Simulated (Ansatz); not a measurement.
# CCSDT/STO-3G run of NOF (nitrosyl fluoride)

Aim: the electronic atomisation energy of NOF (nitrosyl fluoride) at CCSDT/STO-3G, from 4 runs. 

The calculation is run with Ansatz 0.2.0.

66 further runs of the same task are left out: 15 that didn't finish, 51 set aside as unsound or not needed.

## 1. The system as given

NOF: 3 atoms, total charge 0, spin state singlet. SMILES: `O=NF`. The shape is that of a GFN2-xTB optimisation.

Bond lengths: O1–N2 1.139 Å, N2–F3 1.492 Å. Angles: O1–N2–F3 111.3°.

## 2. The energy at CCSDT/STO-3G

The input, in.yaml:

```yaml
basis:
  gaussian: {orbitals: STO-3G}
crystal:
  periodic: [false, false, false]
  atoms:
    - symbol: O
      position_ang: [0.881240, 0.243070, 0.511850]
    - symbol: N
      position_ang: [0.147270, -0.481640, 0.029090]
    - symbol: F
      position_ang: [-1.028520, 0.238580, -0.540950]
magnetization: {spin_polarized: false, initial_magnetization: 0}
correlation: {method: ccsdt, frozen_orbitals: {F: 1, "N": 1, O: 1}}
accuracy: high
scf: {omitted_lower_state_checks: [cluster_reference, increment]}
```

The run is started by

```
$ ansatz run in.yaml --threads 1 --pin off --max-ram 2610MiB --events-out events.jsonl --progress --plain --runs-dir runs
```

Output:

```text
Warning: RAYON_NUM_THREADS=1 ignored (pool sized by the plan → 1); use --threads N
[... 11 lines left out ...]
3 core orbitals not correlated: weight in the atoms' cores, before any rotation towards them, 1.000 or more for the frozen orbitals, at most 0.000 for the correlated occupied ones
[... 34 lines left out ...]
Total energy: -6141.30050142 eV, -225.6886307043 hartree
Checks for a lower state left out: cluster_reference, increment
```

Wall time 0.36 s (1 thread of Arm Neoverse V1, shared host).

## 3. The F atom at the same level

The input, in.yaml:

```yaml
basis:
  gaussian:
    orbitals: STO-3G
crystal:
  periodic: [false, false, false]
  atoms:
    - symbol: F
      position_ang: [0.000000, 0.000000, 0.000000]
magnetization:
  spin_polarized: true
  initial_magnetization: 1
correlation:
  method: ccsdt
  frozen_orbitals: {F: 1}
accuracy: high
scf:
  omitted_lower_state_checks: [cluster_reference, increment]
```

Run the same way, it converges to -97.98651 Eh (log not shown).

## 4. The N atom, same level

The input, input.yaml:

```yaml
basis:
  gaussian: {orbitals: STO-3G}
crystal:
  periodic: [false, false, false]
  atoms:
    - {symbol: N, position_ang: [0.000000, 0.000000, 0.000000]}
accuracy: high
magnetization: {spin_polarized: true, initial_magnetization: 3}
scf: {omitted_lower_state_checks: [cluster_reference, increment]}
correlation: {method: ccsdt, frozen_orbitals: {"N": 1}}
```

Run the same way, it converges to -53.71901 Eh (log not shown).

## 5. The O atom, same level

The input, run.yaml:

```yaml
crystal:
  periodic: [false, false, false]
  atoms:
    - symbol: O
      position_ang: [0.000000, 0.000000, 0.000000]
basis:
  gaussian:
    orbitals: STO-3G
total_charge: 0
magnetization:
  spin_polarized: true
  initial_magnetization: 2
correlation:
  method: ccsdt
  frozen_orbitals: {O: 1}
accuracy: high
scf:
  omitted_lower_state_checks: [cluster_reference, increment]
```

The run is started by

```
$ ansatz run run.yaml --threads 1 --pin off --max-ram 2610MiB --events-out events.jsonl --progress --plain --runs-dir runs
```

Output (excerpt; [...] marks lines left out):

```text
Warning: RAYON_NUM_THREADS=1 ignored (pool sized by the plan → 1); use --threads N
Functional definition: HF
  name "HF"
[...]
15 factors; integrals over basis functions are off by at most 1.1e-9 eV
[...]
mean field -2008.31323932 eV, -73.8041502613 hartree, gradient 0.0e0 eV, S^2 2.000000; 2 other end points of the search recorded, 0 dependent functions left out
1 core orbitals not correlated: weight in the atoms' cores, before any rotation towards them, 1.000 or more for the frozen orbitals, at most 0.000 for the correlated occupied ones
reference -2008.31323932 eV, -73.8041502613 hartree; 4, 2 occupied and 0, 2 virtual orbitals, 15 factors
second order 0.00000000 eV of doubles, 0.00000000 eV of singles
cycle   1  0.00000000 eV  change     0.0e0 eV  update    0.0e0
cycle   2  0.00000000 eV  change     0.0e0 eV  update    0.0e0
Total energy: -2008.31323932 eV, -73.8041502613 hartree
Checks for a lower state left out: cluster_reference, increment
```

Run time: 0.18 s. Hardware: 1 thread of Arm Neoverse V1, shared host.

## 6. Outcome

Level: CCSDT/STO-3G, 3 core orbitals frozen.

| quantity | value |
| --- | --- |
| molecule: total energy | -225.68863 Eh |
| molecule: correlation energy (3 core orbitals frozen) | -186.6 mEh |
| molecule: T1 diagnostic | 0.027 |
| F atom: total energy | -97.98651 Eh |
| F atom: correlation energy (1 core orbital frozen) | 0.0 mEh |
| F atom: ⟨S²⟩ of the reference determinant | 0.750 |
| F atom: T1 diagnostic | 0.000 |
| N atom: total energy | -53.71901 Eh |
| N atom: correlation energy (1 core orbital frozen) | 0.0 mEh |
| N atom: ⟨S²⟩ of the reference determinant | 3.750 |
| N atom: T1 diagnostic | 0.000 |
| O atom: total energy | -73.80415 Eh |
| O atom: correlation energy (1 core orbital frozen) | 0.0 mEh |
| O atom: ⟨S²⟩ of the reference determinant | 2.000 |
| O atom: T1 diagnostic | 0.000 |
| electronic atomisation energy | 4.870 eV |

**Reading.** Taking the molecule apart into free atoms costs 4.87 eV (112 kcal/mol), before zero-point energy and without spin-orbit coupling. In a minimal basis such a difference can be off by several eV, whatever the method. The T1 diagnostic (molecule) of 0.027 is above the customary mark for such species, so a single reference may not serve. The restricted solution (molecule) is unstable to spin breaking: an unrestricted one lies lower.
